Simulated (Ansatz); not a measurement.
The system is In3SbTe2.

```xyz
6
Lattice="-2.2369 3.1260 6.5128 2.2369 -3.1260 6.5128 2.2369 3.1260 -6.5128" Properties=species:S:1:pos:R:3 pbc="T T T"
Te    0.0000    3.1260    4.2819
Te    2.2369    0.0000    2.2309
Sb    0.0000    3.1260    0.0000
In    0.0000    0.0000    4.4162
In    0.0000    0.0000    8.6094
In    0.0000    0.0000    0.0000
```

The cell comes from a database or a generator and needn't be the stable form of this composition.

```yaml
Program: Ansatz 0.2.0
Task: single point
Functional: PBE
Potentials_or_basis: Ansatz PAW
Cutoff: "420 eV (not typed: the program's choice for these potentials)"
k_mesh: 7 × 7 × 7
Occupations: fermi-dirac, width 0.05 eV
Spin: no spin polarisation
```

On this cell: pressure -0.2 GPa; largest force 0.103 eV/Å; band gap on the k mesh none (metal or under the smearing width).

The same run follows on a disturbed copy (atoms moved at random, drawn with an rms of 0.05 Å):

```
CELL_PARAMETERS angstrom
-2.23687 3.12602 6.51279
2.23687 -3.12602 6.51279
2.23687 3.12602 -6.51279
ATOMIC_POSITIONS crystal
Te 0.82855 0.33244 0.49990
Te 0.17087 0.65412 0.48805
Sb 0.49411 0.99349 0.49081
In 0.34412 0.33450 0.00386
In 0.66209 0.67455 0.01509
In 0.00325 0.00111 0.00140
```

Question: What does the disturbed cell give?

Answer: The energy (extrapolated to zero smearing) moves by +3.4 meV/atom; pressure -0.2 GPa; largest force 0.188 eV/Å; band gap on the k mesh none (metal or under the smearing width).

Forces in eV/Å, atoms in the order of the input:
```
Te  -0.059  0.083 -0.088
Te   0.133 -0.085  0.102
Sb   0.092  0.101  0.008
In  -0.002 -0.066  0.151
In  -0.148  0.028 -0.086
In  -0.015 -0.061 -0.088
```

Stress tensor (GPa, compression positive):
```
-0.67  0.00 -0.06
 0.00 -0.42 -0.01
-0.06 -0.01  0.52
```
